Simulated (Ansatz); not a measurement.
# Br, space group Pm-3m: an equation of state with a fit

Program: the Ansatz DFT code, driven from Python.

Interactive session:
```pycon
>>> from dataclasses import dataclass
>>> import ansatz
>>> from ase.eos import EquationOfState
>>> from ase.units import GPa
>>> import numpy as np
>>> @dataclass(frozen=True)
... class Options:
...     mixing_beta: float = 0.7
...     xc: str = "r2scan"
...     filling: str = "gaussian"
...     smearing_width: float = 0.15
...     tolerance: float = 1e-09
...     extra_bands: int = 4
...     kgrid: tuple[int, ...] = (5, 5, 5)
...
>>> opts = Options()
>>> VECTORS = np.array([
...     [4.59764, 0.0, 0.0],
...     [0.0, 4.59764, 0.0],
...     [0.0, 0.0, 4.59764],
... ])
>>> SITES = [
...     ("Br", [0.5, 0.0, 0.0]),
...     ("Br", [0.0, 0.5, 0.0]),
...     ("Br", [0.0, 0.0, 0.5]),
... ]
>>> def build(cell):
...     crystal = ansatz.Crystal(lattice=ansatz.Lattice.of(cell))
...     for symbol, position in SITES:
...         crystal = crystal.atom(symbol, position)
...     return crystal
...
>>> # scale the volume, keep shape and fractions
>>> volumes, energies, pressures = [], [], []
>>> for scale in np.linspace(0.92, 1.08, 7):
...     cell = VECTORS * scale ** (1 / 3)
...     base = build(cell).calculation()
...     base = base.pseudopotentials("nc").mixing("broyden", beta=opts.mixing_beta)
...     base = base.functional(opts.xc)
...     base = base.occupations(opts.filling, width=opts.smearing_width)
...     base = base.scf(tolerance=opts.tolerance, extra_bands=opts.extra_bands, algorithm="direct_min")
...     base = base.kpoints(*opts.kgrid)
...     base = base.stress()
...     summary = base.run(threads=1).report
...     volumes.append(abs(np.linalg.det(cell)) / len(SITES))
...     energies.append(summary["free_energy_ev"] / len(SITES))
...     pressures.append(np.trace(summary["stress_gpa"]) / 3)
...     print(f"V = {volumes[-1]:8.4f} A^3/atom  F = {energies[-1]:.5f} eV/atom  P = {pressures[-1]:8.3f} GPa")
...
DeckWarning: basis.ecutwfc = 600 eV, auto-derived from the records' recommended cutoffs: set by Br (normal level)
DeckWarning: output.stress: scf.convergence.dr2_threshold = 1e-9 eV is looser than the 3e-10 eV advised for a printed stress (1e-10 eV for each atom of the cell: 3). What an SCF threshold leaves in a stress goes as its square root, and in the free energy as the threshold itself, and one threshold admits the most on a small cell: of the crystals measured, under no hybrid functional and no lock of [...]
V =  29.8038 A^3/atom  F = -529.91210 eV/atom  P =    1.353 GPa
V =  30.6677 A^3/atom  F = -529.91685 eV/atom  P =    0.438 GPa
V =  31.5315 A^3/atom  F = -529.91710 eV/atom  P =   -0.331 GPa
V =  32.3954 A^3/atom  F = -529.91351 eV/atom  P =   -0.977 GPa
V =  33.2593 A^3/atom  F = -529.90675 eV/atom  P =   -1.516 GPa
V =  34.1232 A^3/atom  F = -529.89733 eV/atom  P =   -1.964 GPa
V =  34.9871 A^3/atom  F = -529.88571 eV/atom  P =   -2.335 GPa
>>> eos = EquationOfState(volumes, energies, eos="birchmurnaghan")
>>> v0, e0, bulk = eos.fit()
>>> print(f"V0 = {v0:.4f} A^3/atom, E0 = {e0:.5f} eV/atom, B = {bulk / GPa:.1f} GPa")
V0 = 31.1402 A^3/atom, E0 = -529.91750 eV/atom, B = 27.5 GPa
```

A third-order Birch-Murnaghan fit through the 7 points has its minimum at 31.14 Å³ an atom, 3.9 % below the typed cell, with a bulk modulus of 27 GPa and dB/dP = 5.4. From that minimum the energy rises by 5.4 meV an atom on the compressed side and 31.8 meV on the expanded side.

These settings explore the input space; cutoff and mesh may be short of convergence. The cell holds an odd number of electrons and is run without spin, so a magnetic state may lie lower. Such functionals run on norm-conserving files made under PBE, which can move pressures by some GPa. For a metal this k-point mesh is coarse: on a finer one energies can move by several to tens of meV an atom and pressures by half a GPa or more, differences at one mesh by less. The free energy holds a sizeable smearing term, which stands for no physical temperature. Pressure is positive in compression. This isn't the structure that Br takes at ambient conditions. Warnings are shown shortened and without file and line. Finished in 90 s on 1 thread of Arm Neoverse V1 (shared host), peak memory 0.62 GiB.

(Lines on the test bed's own set-up are left out of the output.)
